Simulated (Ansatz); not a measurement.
# C2H7MoNO2: the cost of one run

Computed with Ansatz 0.2.0, Gaussian basis. Level: the settings change from run to run.

## Step 1: The geometry

An earlier PBE0-D4 in a triple-zeta def2 set relaxation fixed the geometry. Mo takes a core potential in def2 sets; no spin-orbit term is included.

13 atoms, charge 0, spin multiplicity 1.

Atoms are counted from 1 here; the program's logs count them from 0.

Bond lengths: C1–N2 1.420 Å, C1–H7 1.096 Å, C1–H8 1.095 Å, C1–H9 1.095 Å, N2–Mo3 1.724 Å, Mo3–C4 2.112 Å, Mo3–O5 1.682 Å, Mo3–O6 1.885 Å, C4–H10 1.094 Å, C4–H11 1.091 Å, C4–H12 1.093 Å, O6–H13 0.959 Å. Angles: N2–C1–H7 111.7°, N2–C1–H8 109.7°, N2–C1–H9 110.4°, H7–C1–H8 108.5°, H7–C1–H9 108.9°, H8–C1–H9 107.6°, C1–N2–Mo3 151.0°, N2–Mo3–C4 103.3°, N2–Mo3–O5 109.1°, N2–Mo3–O6 112.0°, C4–Mo3–O5 106.8°, C4–Mo3–O6 110.1°, O5–Mo3–O6 114.7°, Mo3–C4–H10 108.6°, Mo3–C4–H11 111.2°, Mo3–C4–H12 109.4°, H10–C4–H11 109.0°, H10–C4–H12 109.7° and more.

## Step 2: wPBEh/cc-pVTZ-DK

This run has atoms shaken by 0.08 Å, the search for lower states set to full.

File in.yaml:

```yaml
crystal:
  periodic: [false, false, false]
  atoms:
    - {symbol: C, position_ang: [-1.662447, -0.848309, 1.438169]}
    - {symbol: N, position_ang: [-0.486695, -0.133667, 0.789337]}
    - {symbol: Mo, position_ang: [0.132298, 0.864216, -0.450437]}
    - {symbol: C, position_ang: [1.241222, -0.374847, -1.597842]}
    - {symbol: O, position_ang: [-1.141471, 1.384177, -1.396073]}
    - {symbol: O, position_ang: [1.202370, 2.260447, 0.459225]}
    - {symbol: H, position_ang: [-2.607993, -0.702263, 0.892102]}
    - {symbol: H, position_ang: [-1.378118, -2.067730, 1.396698]}
    - {symbol: H, position_ang: [-1.558386, -0.532000, 2.430228]}
    - {symbol: H, position_ang: [1.817989, 0.082847, -2.537297]}
    - {symbol: H, position_ang: [0.649874, -1.258902, -2.002268]}
    - {symbol: H, position_ang: [2.149584, -0.900231, -1.089170]}
    - {symbol: H, position_ang: [1.460270, 2.178851, 1.273489]}
basis:
  gaussian: {orbitals: cc-pVTZ-DK}
hamiltonian: {xc: {name: wPBEh}}
scf: {lower_state_search: full}
output: {forces: true}
```

Command:

```bash
$ ansatz run in.yaml --threads 4 --pin off --events-out ev --progress --plain --max-ram 11315MiB
```

**Question.** How long does this run take on 4 threads of Arm Neoverse V2, shared host, and how much memory does it need?

About 32 s, with a peak of 1.8 GiB.
